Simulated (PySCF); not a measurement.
**OsF: from the state search to spectroscopic constants**

What are the lowest state that PBE0 finds, the bond length, vibrational wavenumber and bond energy of OsF, and how much do these hang on the method?

Program: PySCF 2.14.0. Level of theory: Os def2-TZVPP with ECP60, F def2-TZVPP, scalar-relativistic core potentials. These are calculated values, not measurements.

### Step 1. Set-up

Settings of the job:

```json
{
  "atoms": "Os, F",
  "charge": "0",
  "basis": "Os def2-TZVPP with ECP60, F def2-TZVPP",
  "Hamiltonian": "scalar-relativistic core potentials",
  "basis functions": "87",
  "electrons treated": "25",
  "masses in u": "191.9615, 18.9984",
  "levels": "PBE0, PBE, r²SCAN, B3LYP, MN15, LDA, B97-3, ωB97M-V, HF, MP2, SCS-MP2",
  "grid": "80 radial by 434 angular points",
  "occupations": "held fixed by the projection of orbital angular momentum",
  "dissociation limit": "Os + F, each in its ground configuration",
  "starting distance in angstrom": "1.840",
  "values of 2S to try": "1, 3, 5, 7"
}
```

Launch:

```sh
$ OMP_NUM_THREADS=1 python dia.py task.json out
```

After this run come: PBE0 along the bond; Higher solutions at PBE0; PBE; r²SCAN (meta-GGA); B3LYP; MN15 (hybrid meta-GGA); LDA (local density); B97-3; ωB97M-V (range-separated hybrid); ROHF.

What does the calculation give? Wanted: for each run, Re; ωe; De; μ.

**Answer**, as computed:

Lowest PBE0 solution found, without spin–orbit coupling: ⁴Δ (quartet), unpaired electrons π ↑↑, δ ↑. State 2 has its PBE0 minimum 0.09 eV higher. State 4 has its PBE0 minimum 0.34 eV higher. The other levels ran on the lowest alone.

| level | Re (Å) | ωe (cm⁻¹) | De (eV) | μ (D) |
| --- | --- | --- | --- | --- |
| ROHF | 1.837 | 659 | 1.72 | -4.05 |
| ROHF-MP2 | 1.800 | 737 | 4.00 | n/a |
| ROHF-SCS-MP2 | 1.809 | 725 | 3.89 | n/a |
| LDA | 1.784 | 756 | 5.50 | -1.93 |
| PBE | 1.816 | 698 | 4.63 | -2.21 |
| r²SCAN | 1.809 | 715 | 4.32 | -2.43 |
| B3LYP | 1.820 | 694 | 4.10 | -2.63 |
| PBE0 | 1.808 | 708 | 4.08 | -2.73 |
| B97-3 | 1.819 | 685 | 3.98 | -2.73 |
| MN15 | 1.796 | 741 | 4.04 | -2.54 |
| ωB97M-V | 1.820 | 685 | 4.00 | -2.90 |

De is counted to Os + F in their ground configurations. A positive dipole means Os(−)F(+).

In words: Bond lengths run from 1.784 Å (LDA) to 1.837 Å (ROHF). Among the levels with a De in the table, it runs from 1.72 eV (ROHF) to 5.50 eV (LDA).

Correlated steps freeze 1 core orbital. These are scalar-relativistic numbers at best; spin–orbit coupling would shift them, the dissociation energy most. The state is the lowest single determinant that the PBE0 search found; with open d or f shells the true ground state can be another one. With spin–orbit coupling the term label itself may not hold.
